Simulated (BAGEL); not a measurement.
**[BH4O4]− (SMILES O[B-](O)(O)O): levels of theory compared**

We compute a comparison of 5 runs (HF/STO-3G, HF/3-21G, B3LYP/6-31G*, PBE0/6-31G*, RI-MP2/6-31G*) of [BH4O4]−. 

Program for the calculation: BAGEL 1.2.2.

7 further runs of the same task are left out: 7 that didn't finish.

## (1) The molecule

[BH4O4]− has 9 atoms, charge -1, and is taken as a singlet. As SMILES, `O[B-](O)(O)O`. Geometry: relaxed at GFN2-xTB. This is one conformer, not always the lowest.

Bond lengths: B1–O2 1.486 Å, B1–O4 1.486 Å, B1–O6 1.485 Å, B1–O8 1.486 Å, O2–H3 0.955 Å, O4–H5 0.955 Å, O6–H7 0.955 Å, O8–H9 0.955 Å. Angles: O2–B1–O4 107.8°, O2–B1–O6 107.9°, O2–B1–O8 112.7°, O4–B1–O6 112.7°, O4–B1–O8 107.9°, O6–B1–O8 107.8°, B1–O2–H3 105.8°, B1–O4–H5 105.8°, B1–O6–H7 105.8°, B1–O8–H9 105.9°.

## (2) A single-point energy at HF/STO-3G (density fitting with qzvpp-jkfit) (run 1)

Contents of job.json:

```json
{ "bagel": [

{
  "title": "molecule",
  "basis": "sto-3g",
  "df_basis": "qzvpp-jkfit",
  "angstrom": "true",
  "geometry": [
    { "atom": "B", "xyz": [       0.001980,       0.000190,      -0.002420 ] },
    { "atom": "O", "xyz": [       0.002120,       0.021100,       1.483390 ] },
    { "atom": "H", "xyz": [      -0.871520,       0.309310,       1.740120 ] },
    { "atom": "O", "xyz": [       1.416260,       0.001090,      -0.458040 ] },
    { "atom": "H", "xyz": [       1.875840,       0.606280,       0.120420 ] },
    { "atom": "O", "xyz": [      -0.754300,       1.187720,      -0.475530 ] },
    { "atom": "H", "xyz": [      -0.991820,       1.001630,      -1.381490 ] },
    { "atom": "O", "xyz": [      -0.656680,      -1.209670,      -0.558520 ] },
    { "atom": "H", "xyz": [      -0.021870,      -1.917660,      -0.467920 ] }
  ]
},

{
  "title": "hf",
  "charge": -1
},

{
  "title": "print",
  "file": "orbitals.molden",
  "orbitals": "true"
}

]}
```

On the command line:

```sh
BAGEL_NUM_THREADS=1 BAGEL job.json > job.out
```

The program printed:

```text
* using 1 threads per process

  ===============================================================
  ===============================================================

  *** Geometry ***

  { "atom" : "B", "xyz" : [      0.003742,      0.000359,     -0.004573 ] },
  { "atom" : "O", "xyz" : [      0.004006,      0.039873,      2.803201 ] },
  { "atom" : "H", "xyz" : [     -1.646934,      0.584511,      3.288350 ] },
[... 5 lines of this table left out ...]
  { "atom" : "H", "xyz" : [     -0.041328,     -3.623852,     -0.884241 ] },

  Number of auxiliary basis functions:      455

  Since a DF basis is specified, we compute 2- and 3-index integrals:
    o Being stored without compression. Storage requirement is 0.003 GB

  Number of basis functions:       29
  Number of electrons      :       41

    * METHOD: MOLECULE                             0.37

  *** RHF ***

  === Nuclear Repulsion ===
   183.3861484672

      * DIIS with orbital gradients will be used.

  === RHF iteration (sto-3g) ===
      0       -321.88482661          0.02628655           0.04
      1       -322.06756229          0.00461598           0.04
      2       -322.07297538          0.00088528           0.03
[... 6 lines of this table left out ...]
      9       -322.07325317          0.00000000           0.03
    * SCF iteration converged.

    * Permanent dipole moment:
           (    0.008486,     0.000084,    -0.006907) a.u.

    * METHOD: HF                                   0.49

    * METHOD: PRINT                                0.00

  ===============================================================
```

Run time: 1.3 s. Hardware: 1 thread of Intel Xeon at 2.50GHz (Skylake/Cascade Lake), shared host.

## (3) The energy at HF/3-21G (density fitting with qzvpp-jkfit) (run 2)

Contents of input.json:

```json
{ "bagel" : [

{
  "title" : "molecule",
  "basis" : "3-21g",
  "df_basis" : "qzvpp-jkfit",
  "angstrom" : true,
  "geometry" : [
    { "atom" : "B", "xyz" : [    0.001980,    0.000190,   -0.002420 ] },
    { "atom" : "O", "xyz" : [    0.002120,    0.021100,    1.483390 ] },
    { "atom" : "H", "xyz" : [   -0.871520,    0.309310,    1.740120 ] },
    { "atom" : "O", "xyz" : [    1.416260,    0.001090,   -0.458040 ] },
    { "atom" : "H", "xyz" : [    1.875840,    0.606280,    0.120420 ] },
    { "atom" : "O", "xyz" : [   -0.754300,    1.187720,   -0.475530 ] },
    { "atom" : "H", "xyz" : [   -0.991820,    1.001630,   -1.381490 ] },
    { "atom" : "O", "xyz" : [   -0.656680,   -1.209670,   -0.558520 ] },
    { "atom" : "H", "xyz" : [   -0.021870,   -1.917660,   -0.467920 ] }
  ]
},
{ "title" : "hf", "charge" : -1 },
{ "title" : "print", "file" : "orbitals.molden", "orbitals" : true }

]}
```

On the command line:

```sh
BAGEL_NUM_THREADS=1 BAGEL input.json > input.out
```

The program printed:

```text
* using 1 threads per process

  ===============================================================
  ===============================================================

  *** Geometry ***

  { "atom" : "B", "xyz" : [      0.003742,      0.000359,     -0.004573 ] },
  { "atom" : "O", "xyz" : [      0.004006,      0.039873,      2.803201 ] },
  { "atom" : "H", "xyz" : [     -1.646934,      0.584511,      3.288350 ] },
[... 5 lines of this table left out ...]
  { "atom" : "H", "xyz" : [     -0.041328,     -3.623852,     -0.884241 ] },

  Number of auxiliary basis functions:      455

  Since a DF basis is specified, we compute 2- and 3-index integrals:
    o Being stored without compression. Storage requirement is 0.010 GB

  Number of basis functions:       53
  Number of electrons      :       41

    * METHOD: MOLECULE                             0.35

  *** RHF ***

  === Nuclear Repulsion ===
   183.3861484672

      * DIIS with orbital gradients will be used.

  === RHF iteration (3-21g) ===
      0       -324.51666213          0.04040074           0.06
      1       -324.76974169          0.01995823           0.06
      2       -324.83908701          0.00159822           0.05
[... 8 lines of this table left out ...]
     11       -324.84018832          0.00000001           0.06
    * SCF iteration converged.

    * Permanent dipole moment:
           (    0.013405,     0.000658,    -0.012535) a.u.

    * METHOD: HF                                   0.94

    * METHOD: PRINT                                0.01

  ===============================================================
```

It took 1.9 s on 1 thread of Intel Xeon at 2.50GHz (Skylake/Cascade Lake), shared host.

Runs 3 to 4 aren't shown in full; the table further down has their settings and results.

## (4) The energy at RI-MP2/6-31G(d) (density fitting with qzvpp-jkfit, spherical functions) (run 5)

Contents of job.json:

```json
{ "bagel" : [

{
  "title" : "molecule",
  "basis" : "6-31gs.json",
  "df_basis" : "qzvpp-jkfit",
  "angstrom" : true,
  "geometry" : [
    { "atom" : "B", "xyz" : [    0.001980,    0.000190,   -0.002420 ] },
    { "atom" : "O", "xyz" : [    0.002120,    0.021100,    1.483390 ] },
    { "atom" : "H", "xyz" : [   -0.871520,    0.309310,    1.740120 ] },
    { "atom" : "O", "xyz" : [    1.416260,    0.001090,   -0.458040 ] },
    { "atom" : "H", "xyz" : [    1.875840,    0.606280,    0.120420 ] },
    { "atom" : "O", "xyz" : [   -0.754300,    1.187720,   -0.475530 ] },
    { "atom" : "H", "xyz" : [   -0.991820,    1.001630,   -1.381490 ] },
    { "atom" : "O", "xyz" : [   -0.656680,   -1.209670,   -0.558520 ] },
    { "atom" : "H", "xyz" : [   -0.021870,   -1.917660,   -0.467920 ] }
  ]
},
{
  "title" : "hf",
  "charge" : -1
},
{
  "title" : "mp2",
  "charge" : -1,
  "ncore" : 5
}

]}
```

The basis set 6-31G* is read from a file made from the Basis Set Exchange's data (not shown).

On the command line:

```sh
BAGEL_NUM_THREADS=1 BAGEL job.json > job.out
```

The program printed:

```text
* using 1 threads per process

  ===============================================================
  ===============================================================

  *** Geometry ***

  { "atom" : "B", "xyz" : [      0.003742,      0.000359,     -0.004573 ] },
  { "atom" : "O", "xyz" : [      0.004006,      0.039873,      2.803201 ] },
  { "atom" : "H", "xyz" : [     -1.646934,      0.584511,      3.288350 ] },
[... 5 lines of this table left out ...]
  { "atom" : "H", "xyz" : [     -0.041328,     -3.623852,     -0.884241 ] },

[... 23 lines left out ...]
    * SCF iteration converged.
[... 1 line left out ...]
    * Permanent dipole moment:
[... 2 lines left out ...]
    * METHOD: HF                                   1.45

  *** RHF ***

  === Nuclear Repulsion ===
   183.3861484672

      * DIIS with orbital gradients will be used.

  === RHF iteration (6-31gs.json) ===
      0       -326.61033196          0.00000000           0.09
    * SCF iteration converged.

    * Permanent dipole moment:
           (    0.012415,     0.000380,    -0.011251) a.u.

  === DF-MP2 calculation ===

    * freezing 5 orbitals
    * 3-index integral transformation done
    * assembly done

      MP2 correlation energy:   -0.8001959561      0.09

      MP2 total energy:       -327.4105279199

    * METHOD: MP2                                  0.32

  ===============================================================
```

It took 2.8 s on 1 thread of Intel Xeon at 2.50GHz (Skylake/Cascade Lake), shared host.

## (5) The series

```csv
run,level,frozen core orbitals,energy (Eh),HOMO energy (eV),LUMO energy (eV),HOMO–LUMO gap (eV),wall time
1,HF/STO-3G (density fitting with qzvpp-jkfit),–,-322.073253,-1.63,24.00,25.62,1.3 s
2,HF/3-21G (density fitting with qzvpp-jkfit),–,-324.840188,-5.57,13.07,18.64,1.9 s
3,"B3LYP/6-31G* (density fitting with qzvpp-jkfit, spherical functions)",–,-328.305854,-0.74,7.71,8.45,13 s
4,"PBE0/6-31G* (density fitting with qzvpp-jkfit, spherical functions)",–,-327.953147,-1.11,8.12,9.23,14 s
5,"RI-MP2/6-31G* (density fitting with qzvpp-jkfit, spherical functions)",5,-327.410528,–,–,–,2.8 s
```

## (6) What came out

| quantity | value |
| --- | --- |
| run 5: total energy | -327.41053 Eh |
| run 5: correlation energy (5 core orbitals frozen) | -800.2 mEh |

**Reading.** Over runs 1, 2, 3, 4 the HOMO–LUMO gap runs from 8.45 eV (B3LYP/6-31G*) to 25.62 eV (HF/STO-3G). The two ends differ in method and basis. The empty levels of an anion lie above zero and hang on the basis. Totals of different functionals can't be ranked against each other. In run 1 the basis is minimal, so the values are rough. All runs together took 33 s, the longest 14 s.
